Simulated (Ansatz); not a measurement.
# ClFH2OSiSn: how energies converge with the basis set

How large a basis does ClFH2OSiSn need? Two functionals are run in growing sets.

Program: Ansatz 0.2.0, Gaussian basis. Level of theory: one geometry, several basis sets. These are calculated values, not measurements.

Levels to be run: PBE0-D4/def2-SVP; ωB97M-V/def2-SVP; PBE0-D4/def2-QZVPP; ωB97M-V/def2-QZVPP; the functionals' def2-TZVPP values are taken from earlier runs.

## (1) Structure used throughout

An earlier PBE0-D4 in a triple-zeta def2 set relaxation fixed the geometry. Sn takes the def2 core potential; no spin-orbit term is included.

SMILES `F[Si@H]1[O][Sn@H]1[Cl]`, 7 atoms, charge 0, spin multiplicity 1.

Atoms are counted from 1 here; the program's logs count them from 0.

Bond lengths: F1–Si2 1.580 Å, Si2–O3 1.587 Å, Si2–Sn4 2.486 Å, Si2–H6 1.476 Å, O3–Sn4 2.169 Å, Sn4–Cl5 2.333 Å, Sn4–H7 1.708 Å. Angles: F1–Si2–O3 119.9°, F1–Si2–Sn4 118.6°, F1–Si2–H6 106.3°, O3–Si2–Sn4 59.6°, O3–Si2–H6 122.2°, Sn4–Si2–H6 124.8°, Si2–O3–Sn4 81.3°, Si2–Sn4–O3 39.1°, Si2–Sn4–Cl5 115.5°, Si2–Sn4–H7 131.3°, O3–Sn4–Cl5 104.2°, O3–Sn4–H7 104.5°, Cl5–Sn4–H7 102.6°.

## (2) PBE0-D4 in def2-SVP

in.yaml reads:

```yaml
crystal:
  periodic: [false, false, false]
  atoms:
    - {symbol: F, position_ang: [-2.081546, -0.027234, 1.194462]}
    - {symbol: Si, position_ang: [-0.503641, -0.100659, 1.169170]}
    - {symbol: O, position_ang: [0.222763, -1.203854, 0.290017]}
    - {symbol: Sn, position_ang: [0.682559, 0.536084, -0.920808]}
    - {symbol: Cl, position_ang: [-0.507822, 0.186968, -2.896853]}
    - {symbol: H, position_ang: [-0.051608, 0.240563, 2.532244]}
    - {symbol: H, position_ang: [2.300595, 0.300133, -1.413932]}
basis:
  gaussian: {orbitals: def2-SVP}
hamiltonian: {xc: pbe0, dispersion: d4}
output: {orbitals: {seedname: orbitals}}
```

After this run come: ωB97M-V in def2-SVP; PBE0-D4 in def2-QZVPP; ωB97M-V in def2-QZVPP.

**Question.** What will the summary of the whole plan be? Wanted: PBE0-D4: double and triple zeta above quadruple; ωB97M-V: double and triple zeta above quadruple.

As calculated:

```
                                       quantity           value
PBE0-D4: double and triple zeta above quadruple  14.81, 0.99 eV
ωB97M-V: double and triple zeta above quadruple  14.84, 0.93 eV
```

For PBE0-D4 the step from double to triple zeta gains 13.82 eV and the next only 0.99 eV. These are total energies; as a rule much of such shifts cancels in differences, which this series doesn't test.
